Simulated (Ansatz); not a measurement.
# BF₂H₃Si: a ladder of functionals and wavefunction methods

How much do the methods differ for BF₂H₃Si? The plan is to run it at one geometry with functionals of several rungs and with coupled cluster. The yardstick is the atomisation energy at the CCSD(T) limit.

The runs use Ansatz 0.2.0, Gaussian basis; functionals in def2-TZVPP, the program's frozen cores in correlated methods.

Plan: LDA (SPW92), PBE-D4, revPBE-D4, BLYP-D4, r2SCAN-D4, B97M-V, PBE0-D4, B3LYP-D4, r2SCANh-D4, r2SCAN0-D4, HSE06-D4, BHLYP-D4, CAM-B3LYP-D4, LC-ωPBE, ωB97X-V, ωB97M-V, B2PLYP, PBE-QIDH; CCSD(T)/def2-SVP; CCSD(T)/def2-TZVPP; MP2/def2-QZVPP; extrapolation to the limit; RPA on PBE.

## (1) Structure used throughout

The geometry comes from an earlier relaxation with PBE0-D4 in a triple-zeta def2 set; it is a stationary point, not always the lowest conformer.

SMILES `B[SiH](F)F`, 7 atoms, charge 0, spin multiplicity 1.

Atoms are counted from 1 here; the program's logs count them from 0.

Bond lengths: B1–Si2 2.012 Å, B1–H5 1.194 Å, B1–H6 1.194 Å, Si2–F3 1.594 Å, Si2–F4 1.594 Å, Si2–H7 1.486 Å. Angles: Si2–B1–H5 120.9°, Si2–B1–H6 120.9°, H5–B1–H6 118.1°, B1–Si2–F3 111.5°, B1–Si2–F4 111.5°, B1–Si2–H7 112.5°, F3–Si2–F4 106.1°, F3–Si2–H7 107.5°, F4–Si2–H7 107.5°.

## (2) LDA

This LDA is Slater exchange with PW92 correlation.

Input file in.yaml:

```yaml
crystal:
  periodic: [false, false, false]
  atoms:
    - {symbol: B, position_ang: [-0.751928, 0.944410, -0.083577]}
    - {symbol: Si, position_ang: [0.514445, -0.614527, 0.036582]}
    - {symbol: F, position_ang: [0.604614, -1.179509, 1.524363]}
    - {symbol: F, position_ang: [0.028281, -1.832535, -0.869416]}
    - {symbol: H, position_ang: [-1.346252, 1.175248, -1.093179]}
    - {symbol: H, position_ang: [-0.880946, 1.701275, 0.830942]}
    - {symbol: H, position_ang: [1.892887, -0.262462, -0.391415]}
basis:
  gaussian: {orbitals: def2-TZVPP}
hamiltonian: {xc: lda}
output: {orbitals: {seedname: orbitals}}
```

On the command line:

```sh
$ ansatz run in.yaml --threads 2 --pin off --events-out ev --progress --plain --max-ram 4352MiB
```

The runs that follow: PBE-D4 (GGA); revPBE-D4 (GGA); BLYP-D4 (GGA); r2SCAN-D4 (meta-GGA); B97M-V (meta-GGA); B3LYP-D4 (hybrid); r2SCANh-D4 (hybrid); r2SCAN0-D4 (hybrid); HSE06-D4 (hybrid); BHLYP-D4 (hybrid); CAM-B3LYP-D4 (range-separated); LC-ωPBE (range-separated); ωB97X-V (range-separated); ωB97M-V (range-separated); B2PLYP (double hybrid); PBE-QIDH (double hybrid); CCSD(T) in def2-SVP; CCSD(T) in def2-TZVPP; MP2 in def2-QZVPP; RPA on PBE orbitals.

Q: Predict the results of all the runs planned. Wanted: atomisation energy, CCSD(T)/CBS; farthest beyond LDA; mean size of error, GGA; mean size of error, meta-GGA; mean size of error, hybrid; mean size of error, range-separated; mean size of error, double hybrid; gap, smallest and largest; T1 diagnostic.

**Answer**, as computed:

```
                               quantity                                                  value
        atomisation energy, CCSD(T)/CBS                                              26.322 eV
    functionals within 0.132 eV (0.5 %)  PBE-D4, r2SCAN-D4, B97M-V, B3LYP-D4, ωB97X-V, ωB97M-V
                    farthest beyond LDA                                   BHLYP-D4 (-0.713 eV)
                mean size of error, GGA                                               0.284 eV
           mean size of error, meta-GGA                                               0.014 eV
             mean size of error, hybrid                                               0.369 eV
    mean size of error, range-separated                                               0.087 eV
      mean size of error, double hybrid                                               0.292 eV
              gap, smallest and largest              3.05 eV (LDA (SPW92)), 10.78 eV (LC-ωPBE)
                          T1 diagnostic                                                 0.0115
triples share of the correlation energy                                                  2.7 %
```

In words: The LDA atomisation energy is off by 3.162 eV (12 %): it overbinds. PBE-D4 misses by +0.011 eV. Double hybrids carry the basis error of their MP2 part in triple zeta, and no dispersion term here, so their miss is partly the set-up's. The rungs meta-GGA, range-separated miss on average by less than the doubt on the reference (0.132 eV), so they tie. The reference freezes the cores and leaves out relativity and excitations past (T), so misses under about 0.132 eV can't be ranked. Hartree-Fock recovers 77 % of the binding; the rest is correlation. CCSD(T) in def2-SVP is off by -1.969 eV, which most functionals beat. Orbital gaps span 3.1 to 10.8 eV; exact exchange widens them.
